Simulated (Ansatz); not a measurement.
**BFGaH₃: taking an electron away**

Aim: the vertical ionisation energy of BFGaH₃, as cation minus neutral at the neutral's geometry, on several levels, and how well −ε(HOMO) stands in for it.

Computed with Ansatz 0.2.0, Gaussian basis. Level: unrestricted cation, the program's frozen cores in correlated methods.

Levels to be run: UKS PBE-D4/def2-TZVPP; UKS r2SCAN-D4/def2-TZVPP; UKS PBE0-D4/def2-TZVPP; UKS B3LYP-D4/def2-TZVPP; UKS wB97X-V/def2-TZVPP; UKS wB97M-V/def2-TZVPP; UKS B2PLYP/def2-TZVPP; UHF-CCSD(T)/def2-TZVPP; UHF-MP2/def2-QZVPP; extrapolation to the limit; then −ε(HOMO) from the neutral's earlier runs with LDA (SPW92), PBE-D4, revPBE-D4, BLYP-D4, r2SCAN-D4, B97M-V, PBE0-D4, B3LYP-D4, r2SCANh-D4, r2SCAN0-D4, HSE06-D4, BHLYP-D4, CAM-B3LYP-D4, LC-ωPBE, ωB97X-V, ωB97M-V.

## (1) The geometry

All runs share one geometry, relaxed beforehand with PBE0-D4 in a triple-zeta def2 set.

SMILES `[BH2][GaH][F]`, 6 atoms, charge 0, spin multiplicity 1.

Atoms are counted from 1 here; the program's logs count them from 0.

Bond lengths: B1–Ga2 2.080 Å, B1–H4 1.196 Å, B1–H5 1.196 Å, Ga2–F3 1.771 Å, Ga2–H6 1.565 Å. Angles: Ga2–B1–H4 121.5°, Ga2–B1–H5 121.5°, H4–B1–H5 117.0°, B1–Ga2–F3 113.0°, B1–Ga2–H6 135.5°, F3–Ga2–H6 111.6°.

Geometry (Å):

```mol
BFGaH3
  3D, bonds by distance, orders not assigned

  6  5  0  0  0  0  0  0  0  0999 V2000
   -0.7392    0.4447   -0.7335 B   0  0
    0.6236   -0.2478    0.6764 Ga  0  0
    1.1465   -1.9120    0.3731 F   0  0
   -1.9174    0.3071   -0.5839 H   0  0
   -0.3794    0.9977   -1.7306 H   0  0
    1.3079    0.3463    1.9523 H   0  0
  1  2  8  0
  2  3  8  0
  1  4  8  0
  1  5  8  0
  2  6  8  0
M  END
```

## (2) Cation, UKS PBE-D4/def2-TZVPP

in.yaml reads:

```yaml
crystal:
  periodic: [false, false, false]
  atoms:
    - {symbol: B, position_ang: [-0.739223, 0.444678, -0.733500]}
    - {symbol: Ga, position_ang: [0.623620, -0.247761, 0.676448]}
    - {symbol: F, position_ang: [1.146533, -1.912032, 0.373115]}
    - {symbol: H, position_ang: [-1.917411, 0.307059, -0.583882]}
    - {symbol: H, position_ang: [-0.379439, 0.997716, -1.730597]}
    - {symbol: H, position_ang: [1.307918, 0.346338, 1.952316]}
basis:
  gaussian: {orbitals: def2-TZVPP}
total_charge: 1
magnetization: {spin_polarized: true, initial_magnetization: 1}
hamiltonian: {xc: pbe, dispersion: d4}
```

Command:

```console
> ansatz run in.yaml --threads 2 --pin off --events-out ev --progress --plain --max-ram 4352MiB
```

Further steps of the session: Cation, UKS r2SCAN-D4/def2-TZVPP; Cation, UKS PBE0-D4/def2-TZVPP; Cation, UKS B3LYP-D4/def2-TZVPP; Cation, UKS wB97X-V/def2-TZVPP; Cation, UKS wB97M-V/def2-TZVPP; Cation, UKS B2PLYP (frozen core)/def2-TZVPP; Cation, UHF-CCSD(T)/def2-TZVPP; Cation, UHF-MP2/def2-QZVPP.

Q: Predict the results of all the runs planned. Wanted: ionisation energy, CCSD(T)/CBS; nearest functional by difference; nearest −ε(HOMO); −ε(HOMO) of PBE; T1 of the cation.

As calculated:

```
                        quantity               value
  ionisation energy, CCSD(T)/CBS            10.69 eV
nearest functional by difference  ωB97X-V (-0.18 eV)
                nearest −ε(HOMO)  LC-ωPBE (+0.02 eV)
                 −ε(HOMO) of PBE             6.77 eV
                T1 of the cation               0.024
```

By cation minus neutral, the functionals miss by 0.65 eV at most. The PBE orbital energy is 3.9 eV too small: a semilocal HOMO is no ionisation energy. Among orbital estimates LC-ωPBE comes nearest. Hartree-Fock falls 0.86 eV short, as the neutral has more correlation energy than the cation. Correlated methods include outer-core shells of Ga, which these sets cover unevenly. With outer-core shells in play the reference is unsure by up to some tenths of an eV, so close misses can't be ranked.
